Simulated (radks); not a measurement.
# Numerical settings for Pm²⁺

How sensitive is the result for the promethium ion Pm2+ to mesh, mixing and thresholds? A default run comes first. The defaults are a mesh step of 0.008 in ln r, a mesh end at 40 bohr or more, Anderson mixing 0.5 over 9 steps and a tight residual threshold, with the energy settled to 1e-9 hartree as well; every run has a cap on iterations.

The numbers are computed with radks (a radial shooting solver on a logarithmic mesh, Libxc functionals) version 1 (scalar-relativistic Kohn-Sham, r2SCAN, spin-unpolarised, spherical densities, finite nucleus), except any that are marked as measured or tabulated.

**1. What is computed**

```
element            : promethium (Z = 61)
charge             : +2
electrons          : 59
configuration      : [Xe] 4f5
nuclear rms radius : 4.962 fm
```

Outer shells as boxes (Hund's rule):

Pm²⁺
```
[Xe] core
4f [↑ ][↑ ][↑ ][↑ ][↑ ][  ][  ]
```

**2. Default settings**

The run's settings:

```text
Z 61
configuration [Xe] 4f5
relativity scalar-relativistic
functional r2scan,r2scan
spin unpolarised
nucleus finite rms 4.962 fm
c 137.035999084
max_iterations 95
```

Launch:

```sh
$ python run_ks.py task.json out
```

All runs below come from this command, one after another.

**3. Mesh step in ln r 0.003**

Changes since step 2:

```diff
@@ -7,2 +7,3 @@
 c 137.035999084
+mesh_step 0.003
 max_iterations 95
```

**4. Mesh step in ln r 0.08**

Changes since step 3:

```diff
@@ -7,3 +7,3 @@
 c 137.035999084
-mesh_step 0.003
+mesh_step 0.08
 max_iterations 95
```

**5. Mesh step in ln r 0.05**

Changes since step 4:

```diff
@@ -7,3 +7,3 @@
 c 137.035999084
-mesh_step 0.08
+mesh_step 0.05
 max_iterations 95
```

**6. Mesh end (bohr) 2**

Changes since step 5:

```diff
@@ -7,3 +7,3 @@
 c 137.035999084
-mesh_step 0.05
+mesh_end 2
 max_iterations 95
```

**7. Mesh end (bohr) 20**

Changes since step 6:

```diff
@@ -7,3 +7,3 @@
 c 137.035999084
-mesh_end 2
+mesh_end 20
 max_iterations 95
```

**8. Residual threshold 0.001**

Changes since step 7:

```diff
@@ -7,3 +7,3 @@
 c 137.035999084
-mesh_end 20
+threshold 0.001
 max_iterations 95
```

**9. Residual threshold 1e-13**

Changes since step 8:

```diff
@@ -7,3 +7,3 @@
 c 137.035999084
-threshold 0.001
+threshold 1e-13
 max_iterations 95
```

**10. Mixing 2.5**

Changes since step 9:

```diff
@@ -7,3 +7,3 @@
 c 137.035999084
-threshold 1e-13
+mixing 2.5
 max_iterations 95
```

**11. Mixing history 1, mixing 0.2**

Changes since step 10:

```diff
@@ -7,3 +7,4 @@
 c 137.035999084
-mixing 2.5
+history 1
+mixing 0.2
 max_iterations 95
```

**12. Mixing history 1, mixing 1**

Changes since step 11:

```diff
@@ -8,3 +8,3 @@
 history 1
-mixing 0.2
+mixing 1
 max_iterations 95
```

**13. Mixing history 2**

Changes since step 12:

```diff
@@ -7,4 +7,3 @@
 c 137.035999084
-history 1
-mixing 1
+history 2
 max_iterations 95
```

**14. Iteration cap 3**

Changes since step 13:

```diff
@@ -7,3 +7,2 @@
 c 137.035999084
-history 2
-max_iterations 95
+max_iterations 3
```

**Question.** What will these runs give? Wanted: for each run, setting; iterations; converged; change of E.

As calculated:

```tsv
setting	mesh points	iterations	converged	change of E (mhartree)	time
Default settings	2254	13	yes	0	0.17 s
mesh step in ln r 0.003	6009	14	yes	0	0.44 s
mesh step in ln r 0.08	226	3	no	-	0.02 s
mesh step in ln r 0.05	361	13	yes	+0.2064	0.04 s
mesh end (bohr) 2	1814	10	no	-	0.1 s
mesh end (bohr) 20	2102	13	yes	0	0.16 s
residual threshold 0.001	2254	10	yes	0	0.14 s
residual threshold 1e-13	2254	35	yes	0	0.3 s
mixing 2.5	2254	24	yes	0	0.3 s
mixing history 1, mixing 0.2	2254	62	yes	+0.0009953	0.61 s
mixing history 1, mixing 1	2254	41	no	-	0.91 s
mixing history 2	2254	19	yes	0	0.22 s
iteration cap 3	2254	3	no	-	0.05 s
```

A zero stands for a change under the printed digits. No run that converges misses the default energy by more than 1 mhartree. Not converged or rejected: mesh step in ln r 0.08; mesh end (bohr) 2; mixing history 1, mixing 1; iteration cap 3. A mesh that ends early acts as a hard wall.
